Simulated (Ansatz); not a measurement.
# GeNH₂ (quartet): from Hartree-Fock to the top rungs at a displaced geometry (v1), cc-pVDZ

An exercise on one series of results from a longer session: the logs are not shown, and one member is left open.

Computed with Ansatz 0.2.0, Gaussian basis. Level: cc-pVDZ, core rule «outside noble gas», up to 15 orbitals frozen.

To be run: UHF; CCSD(T) on ROHF; CCSD(T) on UHF; BCCD(T) on ROHF; CISD; CCSDT(Q) on ROHF; CCSDT(Q) on UHF; CASSCF and MRCISD+Q, 11 electrons in 10 orbitals; CASSCF and NEVPT2, 11 electrons in 10 orbitals.

23 further runs of the same task are left out: 6 that didn't finish, 17 set aside as unsound or not needed.

**The system**

The geometry is a PBE0/def2-TZVP stationary point (not a proven minimum) with its atoms shifted at random (size 0.040 Å). No spin-orbit coupling is included. The filled d shell of Ge may be among the frozen orbitals whatever the setting's name suggests; the logs give the count.

4 atoms, charge 0, spin multiplicity 4.

Atoms are counted from 1 here; the program's logs count them from 0.

Bond lengths: Ge1–N2 2.326 Å, N2–H3 1.095 Å, N2–H4 1.033 Å. Angles: Ge1–N2–H3 125.1°, Ge1–N2–H4 126.4°, H3–N2–H4 108.5°.

Set-up of the first run:

in.yaml reads:

```yaml
crystal:
  periodic: [false, false, false]
  atoms:
    - {symbol: Ge, position_ang: [0.000228, 0.002283, 0.434549]}
    - {symbol: N, position_ang: [-0.000605, -0.013860, -1.891860]}
    - {symbol: H, position_ang: [0.047359, 0.876321, -2.528390]}
    - {symbol: H, position_ang: [-0.055418, -0.848235, -2.498587]}
basis:
  gaussian: {orbitals: cc-pVDZ}
magnetization: {spin_polarized: true, initial_magnetization: 3}
hamiltonian: {xc: hf}
output: {orbitals: {seedname: orbitals}}
```

Started as:

```bash
$ ansatz run in.yaml --threads 1 --pin off --events-out ev --progress --plain --max-ram 2393MiB
```

Steps of the session up to this table: UHF; CCSD(T) on ROHF; CCSD(T) on UHF; BCCD(T) on ROHF; CISD; CCSDT(Q) on ROHF; CCSDT(Q) on UHF; CASSCF and MRCISD+Q, 11 electrons in 10 orbitals; CASSCF and NEVPT2, 11 electrons in 10 orbitals.

One table of the session follows, with a row left open; its other results are not shown here.

```
          method  from UCCSDT(Q) (meV)
            ROHF                     ?
             UHF               +6278.8
            RMP2               +1071.5
            UMP2               +1078.1
            CISD                +607.2
           RCCSD                +171.0
           UCCSD                +160.2
        RCCSD(T)                 +40.4
        UCCSD(T)                 +32.2
         BCCD(T)                 +40.5
          RCCSDT                 +18.4
          UCCSDT                  +9.7
       RCCSDT(Q)                  +8.7
       UCCSDT(Q)                     0
  CASSCF valence               +4423.0
  NEVPT2 valence               +1110.0
  MRCISD valence                +330.3
MRCISD+Q valence                 +32.8
```

Q: Estimate the row for ROHF from the others.

The run gave: from UCCSDT(Q) (meV): +6518.9. In the column «from UCCSDT(Q) (meV)» it is the highest.

Among the levels timed on like hardware and quicker than the yardstick, those that no quicker one beats, quickest first: UCCSD(T) (3.5 s, +32.2 meV).

Limits of these values: Of the multireference levels listed MRCISD+Q valence comes nearest in total energy (+32.8 meV), which doesn't show that its space is the better one. Restricted and unrestricted rows rest on different reference determinants; where their highest levels disagree by more than a few hundredths of an eV, they describe different states and don't form one ladder.
